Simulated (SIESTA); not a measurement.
HPbNO4:

```xyz
7
Lattice="4.1992 0.1112 0.1682 1.9160 3.8913 0.1257 1.7609 1.2526 6.3727" Properties=species:S:1:pos:R:3 pbc="T T T"
H     6.1559    3.5396    4.2374
Pb    3.9410    4.7367    5.7714
N     2.1622    1.5295    2.0021
O     6.1170    3.6060    5.2180
O     2.2525    1.0554    0.8130
O     2.1821    0.7481    2.9790
O     2.0545    2.7723    2.1460
```

The cell was built by a generator and needn't be a form met in nature.

Base run:

- Program: SIESTA 5.4.2
- Functional: RPBE
- Potentials or basis: PseudoDojo 0.4 standard (PBE files)
- Basis: DZP (energy shift 0.003 Ry; two zetas on semicore shells)
- Grid cutoff: 800 Ry
- Energy shift: 0.003 Ry
- k mesh: 7 × 7 × 5
- Occupations: fermi-dirac, width 0.05 eV
- Spin: no spin polarisation

Its results: band gap on the k mesh 2.84 eV, indirect (least direct gap 2.86 eV); pressure 4.7 GPa; largest force 1.314 eV/Å.

Q: After a change of settings the same cell gave: band gap on the k mesh 2.80 eV, indirect (least direct gap 2.82 eV); pressure 5.9 GPa; largest force 2.182 eV/Å. Which change was it?
A. functional from RPBE to AM05; potentials or basis from PseudoDojo 0.4 standard (PBE files) to PseudoDojo 0.4 standard (PBEsol files)
B. functional from RPBE to PBEsol; potentials or basis from PseudoDojo 0.4 standard (PBE files) to PseudoDojo 0.4 standard (PBEsol files)
C. functional from RPBE to BLYP
D. functional from RPBE to LDA; potentials or basis from PseudoDojo 0.4 standard (PBE files) to PseudoDojo 0.4 standard (LDA files)

A: C.

Caveats: the potentials were made for another functional, which shifts forces and pressure; spin-orbit coupling is left out, which as a rule narrows the gap of such compounds by several tenths of an eV; the basis of atomic orbitals isn't converged, which shifts pressures, moduli and gaps.

Not every run made on this cell is shown here.
